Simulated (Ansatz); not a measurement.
# Si: the cost of one run

Method: DFT LDA, scalar-relativistic, plane waves, PAW, in Ansatz 0.2.0.

### 1 Starting point

Symmetry: Fd-3m, No. 227, cubic system. Conventional cell: a = 5.460 Å, b = 5.460 Å, c = 5.460 Å, α = 90.00°, β = 90.00°, γ = 90.00°. Si (site symmetry -43m) has 4 Si at 2.36 Å as nearest neighbours.

Coordinates:

```xyz
2
Lattice="0.0000 2.7300 2.7300 2.7300 0.0000 2.7300 2.7300 2.7300 0.0000" Properties=species:S:1:pos:R:3 pbc="T T T"
Si    0.0000    0.0000    0.0000
Si    1.3650    1.3650    1.3650
```

### 2 Relaxing cell and atoms: Si, no spin

File input.yaml:

```yaml
crystal:
  lattice:
    - [0.0, 2.73, 2.73]
    - [2.73, 0.0, 2.73]
    - [2.73, 2.73, 0.0]
  atoms:
    - { symbol: Si, position: [0.0, 0.0, 0.0] }
    - { symbol: Si, position: [0.25, 0.25, 0.25] }
scf:
  occupations: { method: gaussian, width: 0.02 }
output:
  forces: true
  stress: true
  eigenvalues: true
kpoints:
  mp_grid: { grid: [18, 18, 18] }
hamiltonian:
  xc: lda
relax:
  f_tol: 0.005
  adjacent_minimum: "off"
  cell: { stress_tol: 0.02 }
```

Launch:

```console
> ansatz run input.yaml --threads 4 --pin off --max-ram 14336MiB --backend cpu --events-out ev --progress --plain --runs-dir out
```

Q: Estimate wall time and peak memory on 4 threads of Intel Xeon Platinum 8259CL at 2.50GHz (Skylake/Cascade Lake), shared host.

About 5.3 s, with a peak of 0.45 GiB.
